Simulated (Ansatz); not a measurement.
# Si: the cost of one run

Method: DFT PBE+D3(BJ), plane waves, PAW, scalar-relativistic, no spin polarisation, in Ansatz 0.2.0.

## Step 1: Starting point

The cell holds 63 atoms (Si63): a = 10.860 Å, b = 10.860 Å, c = 10.860 Å, α = 90.00°, β = 90.00°, γ = 90.00°.

Its coordinates follow in the input file.

## Step 2: End point A

input.yaml reads:

```yaml
crystal:
  lattice:
    - [10.86, 0.0, 0.0]
    - [0.0, 10.86, 0.0]
    - [0.0, 0.0, 10.86]
  atoms:
    - { symbol: Si, position: [0.4994803, 0.0006453, -0.0017612] }
    - { symbol: Si, position: [0.6283757, 0.1288799, 0.1254732] }
    - { symbol: Si, position: [0.7538378, 0.2489738, 0.0027902] }
    - { symbol: Si, position: [0.8753896, 0.3719451, 0.1220597] }
    - { symbol: Si, position: [0.7527843, 0.0013117, 0.2470299] }
    - { symbol: Si, position: [0.8787243, 0.1227981, 0.3787415] }
    - { symbol: Si, position: [0.0016623, -0.0021655, 0.0065643] }
    - { symbol: Si, position: [0.1253984, 0.1277982, 0.1293888] }
    - { symbol: Si, position: [0.2492291, 0.251109, -0.0027936] }
    - { symbol: Si, position: [0.3746307, 0.37081, 0.1292823] }
    - { symbol: Si, position: [0.4942668, 0.4989141, -0.0011538] }
    - { symbol: Si, position: [0.6254666, 0.6237447, 0.1246455] }
    - { symbol: Si, position: [0.7497379, 0.7490306, -0.0036549] }
    - { symbol: Si, position: [0.8740473, 0.87411, 0.1261004] }
    - { symbol: Si, position: [0.2469199, -0.0007422, 0.2498888] }
    - { symbol: Si, position: [0.3727663, 0.130264, 0.3765326] }
    - { symbol: Si, position: [0.4958845, 0.2499397, 0.2497216] }
    - { symbol: Si, position: [0.6277673, 0.3710277, 0.3792983] }
    - { symbol: Si, position: [0.7517619, 0.5002539, 0.2513913] }
    - { symbol: Si, position: [0.8738704, 0.6251686, 0.3779712] }
    - { symbol: Si, position: [0.4984268, -0.0013831, 0.5015238] }
    - { symbol: Si, position: [0.6225851, 0.1267551, 0.6232723] }
    - { symbol: Si, position: [0.748755, 0.2514312, 0.4998169] }
    - { symbol: Si, position: [0.8774016, 0.3706962, 0.6243607] }
    - { symbol: Si, position: [0.7527855, 0.0014372, 0.7460093] }
    - { symbol: Si, position: [0.8752414, 0.1195124, 0.8716303] }
    - { symbol: Si, position: [0.0045603, 0.5022755, -0.0025924] }
    - { symbol: Si, position: [0.1204391, 0.6204855, 0.1280461] }
    - { symbol: Si, position: [0.2533046, 0.7508416, 0.0045494] }
    - { symbol: Si, position: [0.3778529, 0.8759257, 0.1268982] }
    - { symbol: Si, position: [0.0018584, 0.2470915, 0.251141] }
    - { symbol: Si, position: [0.1283203, 0.3804486, 0.3774964] }
    - { symbol: Si, position: [0.2453882, 0.49951, 0.2536311] }
    - { symbol: Si, position: [0.3755955, 0.6282942, 0.3722346] }
    - { symbol: Si, position: [0.5030449, 0.7501998, 0.2458103] }
    - { symbol: Si, position: [0.6257956, 0.8768198, 0.3746658] }
    - { symbol: Si, position: [0.0017309, -0.0023596, 0.5006004] }
    - { symbol: Si, position: [0.1246278, 0.1237878, 0.6228347] }
    - { symbol: Si, position: [0.2535513, 0.251423, 0.4961083] }
    - { symbol: Si, position: [0.375517, 0.3721367, 0.6233808] }
    - { symbol: Si, position: [0.4975334, 0.4995795, 0.5005361] }
    - { symbol: Si, position: [0.6278389, 0.6233943, 0.6240527] }
    - { symbol: Si, position: [0.7476586, 0.7489578, 0.4990875] }
    - { symbol: Si, position: [0.8741058, 0.8723619, 0.6257234] }
    - { symbol: Si, position: [0.2505265, 0.0001627, 0.7521485] }
    - { symbol: Si, position: [0.3686487, 0.1251719, 0.8761242] }
    - { symbol: Si, position: [0.5012508, 0.2517305, 0.7471039] }
    - { symbol: Si, position: [0.6201383, 0.3721251, 0.8760505] }
    - { symbol: Si, position: [0.7518768, 0.4969517, 0.7504447] }
    - { symbol: Si, position: [0.8754859, 0.6243832, 0.8802969] }
    - { symbol: Si, position: [0.000565, 0.7512641, 0.2524867] }
    - { symbol: Si, position: [0.126518, 0.8762244, 0.3730522] }
    - { symbol: Si, position: [0.1223017, 0.6275321, 0.6297096] }
    - { symbol: Si, position: [0.2528686, 0.749826, 0.5000792] }
    - { symbol: Si, position: [0.3746865, 0.8691953, 0.6278866] }
    - { symbol: Si, position: [0.0047098, 0.2524359, 0.7496091] }
    - { symbol: Si, position: [0.1247671, 0.3754771, 0.8760035] }
    - { symbol: Si, position: [0.2537239, 0.4991535, 0.7486925] }
    - { symbol: Si, position: [0.3711872, 0.6253819, 0.8744365] }
    - { symbol: Si, position: [0.4943676, 0.7488219, 0.7510052] }
    - { symbol: Si, position: [0.6271986, 0.8742511, 0.8717269] }
    - { symbol: Si, position: [0.0012185, 0.7486639, 0.7482969] }
    - { symbol: Si, position: [0.1206867, 0.8682424, 0.8785031] }
basis:
  ecutwfc: 420.0
kpoints:
  mp_grid: { grid: [1, 1, 1] }
hamiltonian:
  xc: pbe
  dispersion: d3bj
  pseudopotentials: { kind: paw, azcp: { folder: soft_1 } }
scf:
  occupations: { method: gaussian, width: 0.02 }
  lower_state_search: "off"
relax:
  f_tol: 0.03
  max_steps: 60
  adjacent_minimum: "off"
output:
  write_density: true
  write_potential: true
  elf: true
  volumetric_format: npy
```

Run with:

```console
$ ansatz run input.yaml --threads 4 --pin off --max-ram 10240MiB --backend cpu --events-out ev --progress --plain --runs-dir out
```

Q: Estimate wall time and peak memory on 4 threads of Intel Xeon Platinum 8223CL at 3.00GHz (Skylake/Cascade Lake), shared host.

About 50 s, with a peak of 1.1 GiB.
